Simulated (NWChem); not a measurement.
**the pair SiH2S···CS2, step by step**

Aim: the energy (singlet CH2S3Si, TPSS-D3(BJ)/def2-SVP), then a single-point energy (singlet SiH2S, TPSS-D3(BJ)/def2-SVP), then a single-point energy (singlet CS2, TPSS-D3(BJ)/def2-SVP), then a single-point energy (singlet SiH2S, TPSS-D3(BJ)/def2-SVP), then the energy (singlet CS2, TPSS-D3(BJ)/def2-SVP) of CH2S3Si and its partners. 

The calculation is run with NWChem 7.3.0.

## 1. The structure to begin with

CH2S3Si has 7 atoms, charge 0, and is taken as a singlet. The two molecules were placed rigidly side by side, at 1.1 times their contact distance; the pair isn't optimised.

Bond lengths: Si1–S2 2.115 Å, S5–C6 1.548 Å, C6–S7 1.548 Å, Si1–H3 1.525 Å, S2–H4 1.346 Å. Angles: S5–C6–S7 180.0°, Si1–S2–H4 97.5°, S2–Si1–H3 89.3°.

## 2. A single-point energy at TPSS-D3(BJ)/def2-SVP (run 1)

Input file ch2s3si.nw:

```
start ch2s3si
title "CH2S3Si TPSS"
memory total 2200 mb
geometry noautosym nocenter noautoz
 Si    -0.276680    -1.059300     0.166180
 S      0.176620     0.973900    -0.201520
 H      1.003620    -1.175700     0.986480
 H     -0.903580     1.261100    -0.951120
 S     -2.950660    -4.194380    -1.071230
 C     -3.871760    -4.247630     0.172190
 S     -4.792860    -4.300870     1.415620
end
basis spherical bse
 * library def2-SVP
end
dft
 xc xtpss03 ctpss03
 disp vdw 4
 grid fine
 convergence energy 1e-08
 maxiter 100
 mulliken
 print low
end
task dft energy
```

The run is started by

```sh
$ nwchem ch2s3si.nw > ch2s3si.out
```

The program printed:

```text
[...]
 d= 0,ls=0.0,diis     1  -1522.8832398718 -1.82D+03  1.58D-02  7.07D-01     1.7
[...]
 d= 0,ls=0.0,diis    13  -1522.9770840175 -5.24D-10  1.22D-07  7.00D-11    18.7
         Total DFT energy =    -1522.977084017453
      One electron energy =    -2690.120076017325
           Coulomb energy =      976.259830460363
    Exchange-Corr. energy =     -104.122898112617
 Nuclear repulsion energy =      295.014760927909
    Dispersion correction =       -0.008701275782
[...]
      Total Density - Mulliken Population Analysis
     ---------------------------------------------
    Atom       Charge   Shell Charges
 -----------   ------   -------------------------------------------------------
    1 Si  14    13.82   2.00  1.99  1.29  0.54  5.92  1.01  0.96  0.12
    2 S   16    16.18   2.00  1.98  1.25  0.62  5.92  1.82  2.52  0.05
    3 H    1     1.09   0.74  0.34  0.01
    4 H    1     0.91   0.73  0.15  0.03
    5 S   16    16.02   2.00  1.98  1.26  0.68  5.92  1.82  2.27  0.07
    6 C    6     5.95   1.99  1.03  0.16  1.97  0.76  0.05
    7 S   16    16.03   2.00  1.98  1.26  0.69  5.92  1.82  2.28  0.07
[...]
```

It took 20 s on 1 thread of Intel Xeon Platinum 8488C (Sapphire Rapids), shared host; peak memory 0.12 GiB.

## 3. SiH2S: a single-point energy at TPSS-D3(BJ)/def2-SVP (run 2)

Input file mol.nw:

```
START mol
memory total 2200 mb

GEOMETRY units angstroms noautosym nocenter noautoz
  Si      -0.276680      -1.059300       0.166180
  S        0.176620       0.973900      -0.201520
  H        1.003620      -1.175700       0.986480
  H       -0.903580       1.261100      -0.951120
END

BASIS spherical bse
  * library def2-SVP
END

DFT
  xc xtpss03 ctpss03
  disp vdw 4
  grid fine
  convergence energy 1e-08
  maxiter 100
  mulliken
  print low
END

TASK dft energy
```

The run is started by

```sh
$ nwchem mol.nw > mol.out
```

The program printed:

```text
[...]
 d= 0,ls=0.0,diis     1   -688.6723985702 -7.62D+02  1.77D-02  1.84D-01     0.6
[...]
 d= 0,ls=0.0,diis    10   -688.6987845017 -5.01D-09  5.17D-07  3.89D-10     4.7
         Total DFT energy =     -688.698784501667
      One electron energy =    -1097.915315529038
           Coulomb energy =      383.154356726097
    Exchange-Corr. energy =      -47.327223712420
 Nuclear repulsion energy =       73.393083253316
    Dispersion correction =       -0.003685239622
[...]
      Total Density - Mulliken Population Analysis
     ---------------------------------------------
    Atom       Charge   Shell Charges
 -----------   ------   -------------------------------------------------------
    1 Si  14    13.82   2.00  1.99  1.29  0.54  5.92  1.01  0.96  0.12
    2 S   16    16.18   2.00  1.98  1.25  0.62  5.92  1.82  2.52  0.05
    3 H    1     1.09   0.74  0.34  0.01
    4 H    1     0.91   0.73  0.15  0.03
[...]
```

Wall time 5.4 s (1 thread of Intel Xeon Platinum 8488C (Sapphire Rapids), shared host); peak memory 0.12 GiB.

## 4. CS2: a single-point energy at TPSS-D3(BJ)/def2-SVP (run 3)

Input file cs2.nw:

```
start cs2
title "CS2 TPSS"
memory total 2200 mb
charge 0

geometry units angstroms noautosym nocenter noautoz
  S       -2.950660      -4.194380      -1.071230
  C       -3.871760      -4.247630       0.172190
  S       -4.792860      -4.300870       1.415620
end

basis "ao basis" spherical bse
  * library def2-SVP
end

dft
  xc xtpss03 ctpss03
  disp vdw 4
  grid fine
  convergence energy 1e-08
  maxiter 100
  mulliken
  noprint "final vectors analysis"
end

task dft energy
```

The run is started by

```sh
$ nwchem cs2.nw > cs2.out
```

The program printed:

```text
[...]
          Wavefunction type:  closed shell.
          No. of atoms     :     3
          No. of electrons :    38
[...]
          Charge           :     0
          Spin multiplicity:     1
[...]
          AO basis - number of functions:    50
[...]
              XC Information
              --------------
                  TPSS metaGGA Exchange Functional  1.000
             TPSS03 metaGGA Correlation Functional  1.000
[...]
 d= 0,ls=0.0,diis     1   -834.2089410132 -9.44D+02  2.55D-02  5.23D-01     0.5
[...]
 d= 0,ls=0.0,diis    10   -834.2766262278 -4.17D-11  2.17D-07  2.60D-10     3.9
         Total DFT energy =     -834.276626227800
      One electron energy =    -1367.570227329888
           Coulomb energy =      480.726426730408
    Exchange-Corr. energy =      -56.795724074642
 Nuclear repulsion energy =      109.366414501529
    Dispersion correction =       -0.003516055207
[...]
      Total Density - Mulliken Population Analysis
     ---------------------------------------------
    Atom       Charge   Shell Charges
 -----------   ------   -------------------------------------------------------
    1 S   16    16.03   2.00  1.98  1.26  0.69  5.92  1.82  2.27  0.07
    2 C    6     5.95   1.99  1.03  0.16  1.97  0.76  0.05
    3 S   16    16.03   2.00  1.98  1.26  0.69  5.92  1.82  2.27  0.07
[...]
```

Run time: 4.5 s. Hardware: 1 thread of Intel Xeon Platinum 8488C (Sapphire Rapids), shared host; peak memory 0.12 GiB.

## 5. SiH2S among ghost functions: the energy at TPSS-D3(BJ)/def2-SVP (with ghost functions) (run 4)

Input file m1.nw:

```
start m1
title "H2SSi"
memory 2200 mb

geometry units angstrom noautosym nocenter noautoz
Si      -0.276680      -1.059300       0.166180
S        0.176620       0.973900      -0.201520
H        1.003620      -1.175700       0.986480
H       -0.903580       1.261100      -0.951120
bqS     -2.950660    -4.194380    -1.071230
bqC     -3.871760    -4.247630     0.172190
bqS     -4.792860    -4.300870     1.415620
end

basis spherical bse
Si library def2-SVP
S library def2-SVP
H library def2-SVP
bqS library S def2-SVP
bqC library C def2-SVP
end

dft
xc xtpss03 ctpss03
mult 1
disp vdw 4
grid fine
convergence energy 1e-08
iterations 100
mulliken
noprint "final vectors analysis"
end

task dft
```

The run is started by

```sh
$ nwchem m1.nw > m1.out
```

The program printed:

```text
[...]
          Wavefunction type:  closed shell.
          No. of atoms     :     7
          No. of electrons :    32
[...]
          Charge           :     0
          Spin multiplicity:     1
[...]
          AO basis - number of functions:    96
[...]
              XC Information
              --------------
                  TPSS metaGGA Exchange Functional  1.000
             TPSS03 metaGGA Correlation Functional  1.000
[...]
 d= 0,ls=0.0,diis     1   -688.6724709255 -7.62D+02  8.51D-03  1.85D-01     1.5
[...]
 d= 0,ls=0.0,diis    10   -688.6988999888 -5.02D-09  2.49D-07  3.90D-10    13.2
         Total DFT energy =     -688.698899988751
      One electron energy =    -1097.907790021176
           Coulomb energy =      383.146134583300
    Exchange-Corr. energy =      -47.326642564568
 Nuclear repulsion energy =       73.393083253316
    Dispersion correction =       -0.003685239622
[...]
      Total Density - Mulliken Population Analysis
     ---------------------------------------------
    Atom       Charge   Shell Charges
 -----------   ------   -------------------------------------------------------
    1 Si  14    13.82   2.00  1.99  1.29  0.54  5.92  1.01  0.96  0.12
    2 S   16    16.18   2.00  1.98  1.25  0.62  5.92  1.82  2.52  0.05
    3 H    1     1.09   0.74  0.34  0.01
    4 H    1     0.91   0.73  0.15  0.03
    5 X    0    -0.00   0.00  0.00 -0.00 -0.00 -0.00  0.00  0.00  0.00
    6 X    0     0.00   0.00 -0.00  0.00 -0.00  0.00  0.00
    7 X    0     0.00   0.00  0.00 -0.00  0.00  0.00 -0.00  0.00 -0.00
[...]
```

Wall time 14 s (1 thread of Intel Xeon Platinum 8488C (Sapphire Rapids), shared host); peak memory 0.13 GiB.

## 6. CS2 among ghost functions: the energy at TPSS-D3(BJ)/def2-SVP (with ghost functions) (run 5)

Input file test.nw:

```
START test
memory 2200 mb
charge 0

GEOMETRY units atomic noautosym nocenter noautoz
   S     -5.57593929    -7.92622946    -2.02433132
   C     -7.31656602    -8.02685738     0.32539194
   S     -9.05719275    -8.12746640     2.67513410
   bqSi    -0.522849    -2.001787     0.314035
   bqS      0.333763     1.840404    -0.380818
   bqH      1.896567    -2.221751     1.864177
   bqH     -1.707519     2.383134    -1.797356
END

BASIS spherical bse
   S library def2-SVP
   C library def2-SVP
   bqSi library Si def2-SVP
   bqS library S def2-SVP
   bqH library H def2-SVP
END

DFT
   xc xtpss03 ctpss03
   disp vdw 4
   grid fine
   convergence energy 1e-08
   iterations 100
   mulliken
   print low
END

TASK dft
```

The run is started by

```sh
$ nwchem test.nw > test.out
```

The program printed:

```text
[...]
 d= 0,ls=0.0,diis     1   -834.2092168990 -9.44D+02  1.33D-02  5.24D-01     1.5
[...]
 d= 0,ls=0.0,diis     9   -834.2770655613 -8.38D-09  2.11D-06  1.05D-07    11.6
         Total DFT energy =     -834.277065561315
      One electron energy =    -1367.544325400392
           Coulomb energy =      480.698316727505
    Exchange-Corr. energy =      -56.793947428862
 Nuclear repulsion energy =      109.366406595547
    Dispersion correction =       -0.003516055113
[...]
      Total Density - Mulliken Population Analysis
     ---------------------------------------------
    Atom       Charge   Shell Charges
 -----------   ------   -------------------------------------------------------
    1 S   16    16.02   2.00  1.98  1.26  0.69  5.92  1.82  2.27  0.07
    2 C    6     5.95   1.99  1.03  0.16  1.97  0.76  0.05
    3 S   16    16.02   2.00  1.98  1.26  0.69  5.92  1.82  2.27  0.07
    4 X    0     0.01   0.00  0.00 -0.00  0.00  0.00 -0.00  0.00  0.00
    5 X    0     0.00   0.00 -0.00 -0.00  0.00 -0.00 -0.00  0.00 -0.00
    6 X    0     0.00   0.00  0.00 -0.00
    7 X    0    -0.00   0.00 -0.00 -0.00
[...]
```

Run time: 12 s. Hardware: 1 thread of Intel Xeon Platinum 8488C (Sapphire Rapids), shared host; peak memory 0.12 GiB.

## 7. Outcome

| quantity | value |
| --- | --- |
| run 1, TPSS-D3(BJ)/def2-SVP: total energy | -1522.97708 Eh |
| run 1, TPSS-D3(BJ)/def2-SVP: dispersion energy | -22.85 kJ/mol |
| SiH2S: total energy | -688.69878 Eh |
| SiH2S: dispersion energy | -9.68 kJ/mol |
| CS2: total energy | -834.27663 Eh |
| CS2: dipole moment | 0.00 D |
| CS2: dispersion energy | -9.23 kJ/mol |
| SiH2S among ghost functions: total energy | -688.69890 Eh |
| SiH2S among ghost functions: dipole moment | 0.76 D |
| SiH2S among ghost functions: dispersion energy | -9.68 kJ/mol |
| CS2 among ghost functions: total energy | -834.27707 Eh |
| CS2 among ghost functions: dispersion energy | -9.23 kJ/mol |
| interaction energy of the rigid parts SiH2S and CS2 (parts in their own basis; closest atoms 4.30 Å apart) | -0.046 eV |
| interaction energy of the rigid parts SiH2S and CS2 (parts in the whole basis, counterpoise; closest atoms 4.30 Å apart) | -0.030 eV |

**Reading.** The interaction energy of the rigid parts SiH2S and CS2 (parts in their own basis; closest atoms 4.30 Å apart) is −0.05 eV (−1.1 kcal/mol): the parts attract. Without counterpoise this holds the superposition error of the basis. The interaction energy of the rigid parts SiH2S and CS2 (parts in the whole basis, counterpoise; closest atoms 4.30 Å apart) is −0.03 eV (−2.9 kJ/mol): the parts attract. The basis-set superposition error is 1.5 kJ/mol.
